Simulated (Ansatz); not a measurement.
# Pr3Br2: the cost of one run

Program: Ansatz 0.2.0. Level of theory: DFT PBE, scalar-relativistic, plane waves, PAW; 4f electrons in the core of a trivalent norm-conserving potential. These are calculated values, not measurements.

## (1) Starting point

Symmetry: Pm-3m, No. 221, cubic system. Conventional cell: a = 4.721 Å, b = 4.721 Å, c = 4.721 Å, α = 90.00°, β = 90.00°, γ = 90.00°. Pr (site symmetry 4/mmm) has 6 Br at 2.36 to 3.34 Å and 8 Pr at 3.34 Å in its first shell of neighbours. Br (site symmetry m-3m) has 12 Pr at 3.34 Å in its first shell of neighbours. Br (site symmetry m-3m) has 6 Pr at 2.36 Å in its first shell of neighbours.

As a file:

```cif
data_structure
_symmetry_space_group_name_H-M 'P 1'
_symmetry_Int_Tables_number 1
_cell_length_a 4.7209
_cell_length_b 4.7209
_cell_length_c 4.7209
_cell_angle_alpha 90.000
_cell_angle_beta 90.000
_cell_angle_gamma 90.000
_cell_volume 105.21
loop_
_atom_site_label
_atom_site_type_symbol
_atom_site_fract_x
_atom_site_fract_y
_atom_site_fract_z
_atom_site_occupancy
Pr1 Pr 0.00000 0.50000 0.50000 1
Pr2 Pr 0.50000 0.00000 0.50000 1
Pr3 Pr 0.50000 0.50000 0.00000 1
Br1 Br 0.00000 0.00000 0.00000 1
Br2 Br 0.50000 0.50000 0.50000 1
```

The cell is invented: random cell by space group and Wyckoff sites (Pm-3m, No. 221). The dimensions are guesses.

## (2) A first look at the guess

input.yaml reads:

```yaml
crystal:
  lattice:
    - [4.72089125, 0.0, 0.0]
    - [0.0, 4.72089125, 0.0]
    - [0.0, 0.0, 4.72089125]
  atoms:
    - { symbol: Pr, position: [0.0, 0.5, 0.5] }
    - { symbol: Pr, position: [0.5, 0.0, 0.5] }
    - { symbol: Pr, position: [0.5, 0.5, 0.0] }
    - { symbol: Br, position: [0.0, 0.0, 0.0] }
    - { symbol: Br, position: [0.5, 0.5, 0.5] }
basis:
  ecutwfc: 660
kpoints:
  mp_grid: { grid: [4, 4, 4] }
hamiltonian:
  xc: pbe
  pseudopotentials:
    kind: paw
    azcp: { Pr: "pseudopotentials/pbe/nc/lanthanide_3plus/Pr.nc.azcp" }
scf:
  occupations: { method: gaussian, width: 0.1 }
  lower_state_search: "off"
output:
  forces: true
  stress: true
  eigenvalues: true
```

The run is started by

```
$ ansatz run input.yaml --threads 1 --pin off --max-ram 2560MiB --backend cpu --events-out ev --progress --plain --runs-dir out
```

What time and memory should one allow on 1 thread of Arm Neoverse V1, shared host?

About 5.1 s, with a peak of 0.35 GiB.
